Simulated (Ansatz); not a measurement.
# C2H6Cl2GaN: basis-set convergence

Aim: see how fast density functionals converge with the basis set for C2H6Cl2GaN.

The runs use Ansatz 0.2.0, Gaussian basis; one geometry, several basis sets.

The runs, in order: PBE0-D4/def2-SVP; ωB97M-V/def2-SVP; PBE0-D4/def2-QZVPP; ωB97M-V/def2-QZVPP; the functionals' def2-TZVPP values are taken from earlier runs.

### 1 The geometry

An earlier PBE0-D4 in a triple-zeta def2 set relaxation fixed the geometry.

12 atoms, charge 0, spin multiplicity 1.

Atoms are counted from 1 here; the program's logs count them from 0.

Bond lengths: C1–N2 1.442 Å, C1–H7 1.098 Å, C1–H8 1.098 Å, C1–H9 1.091 Å, N2–C3 1.442 Å, N2–Ga4 1.797 Å, C3–H10 1.091 Å, C3–H11 1.098 Å, C3–H12 1.098 Å, Ga4–Cl5 2.127 Å, Ga4–Cl6 2.127 Å. Angles: N2–C1–H7 111.2°, N2–C1–H8 111.2°, N2–C1–H9 110.9°, H7–C1–H8 107.5°, H7–C1–H9 108.0°, H8–C1–H9 108.0°, C1–N2–C3 114.3°, C1–N2–Ga4 122.9°, C3–N2–Ga4 122.9°, N2–C3–H10 110.9°, N2–C3–H11 111.2°, N2–C3–H12 111.2°, H10–C3–H11 108.0°, H10–C3–H12 108.0°, H11–C3–H12 107.5°, N2–Ga4–Cl5 120.5°, N2–Ga4–Cl6 120.5°, Cl5–Ga4–Cl6 118.9°.

Geometry (Å):

```xyz
12

C    -0.5041   -0.5706    1.2243
N    -0.0003    0.0003   -0.0003
C     0.9826   -0.8128   -0.6725
Ga   -0.5497    1.5894   -0.6340
Cl    0.2441    2.3622   -2.4498
Cl   -2.0049    2.7286    0.4192
H     0.3051   -0.7326    1.9491
H    -0.9841   -1.5415    1.0415
H    -1.2420    0.0878    1.6855
H     1.3249   -0.3304   -1.5894
H     0.5694   -1.7947   -0.9403
H     1.8590   -0.9858   -0.0333
```

### 2 PBE0-D4 in def2-SVP

in.yaml reads:

```yaml
crystal:
  periodic: [false, false, false]
  atoms:
    - {symbol: C, position_ang: [-0.504138, -0.570583, 1.224274]}
    - {symbol: N, position_ang: [-0.000337, 0.000301, -0.000274]}
    - {symbol: C, position_ang: [0.982628, -0.812844, -0.672470]}
    - {symbol: Ga, position_ang: [-0.549730, 1.589407, -0.633976]}
    - {symbol: Cl, position_ang: [0.244090, 2.362250, -2.449839]}
    - {symbol: Cl, position_ang: [-2.004932, 2.728647, 0.419212]}
    - {symbol: H, position_ang: [0.305116, -0.732589, 1.949104]}
    - {symbol: H, position_ang: [-0.984058, -1.541549, 1.041481]}
    - {symbol: H, position_ang: [-1.242007, 0.087826, 1.685482]}
    - {symbol: H, position_ang: [1.324931, -0.330412, -1.589392]}
    - {symbol: H, position_ang: [0.569414, -1.794689, -0.940328]}
    - {symbol: H, position_ang: [1.859013, -0.985754, -0.033273]}
basis:
  gaussian: {orbitals: def2-SVP}
hamiltonian: {xc: pbe0, dispersion: d4}
output: {orbitals: {seedname: orbitals}}
```

Launch:

```sh
ansatz run in.yaml --threads 2 --pin off --events-out ev --progress --plain --max-ram 32768MiB --backend cpu
```

After this run come: ωB97M-V in def2-SVP; PBE0-D4 in def2-QZVPP; ωB97M-V in def2-QZVPP.

Q: Predict the results of all the runs planned. Wanted: PBE0-D4: double and triple zeta above quadruple; ωB97M-V: double and triple zeta above quadruple.

As calculated:

| quantity | value |
| --- | --- |
| PBE0-D4: double and triple zeta above quadruple | 21.47, 2.13 eV |
| ωB97M-V: double and triple zeta above quadruple | 21.45, 2.05 eV |

What this shows: For PBE0-D4 the step from double to triple zeta gains 19.34 eV and the next only 2.13 eV. These are total energies; as a rule much of such shifts cancels in differences, which this series doesn't test. The LUMO of ωB97M-V is positive and keeps falling with the basis (1.22 to 0.67 eV): an unbound level that the basis holds in place.
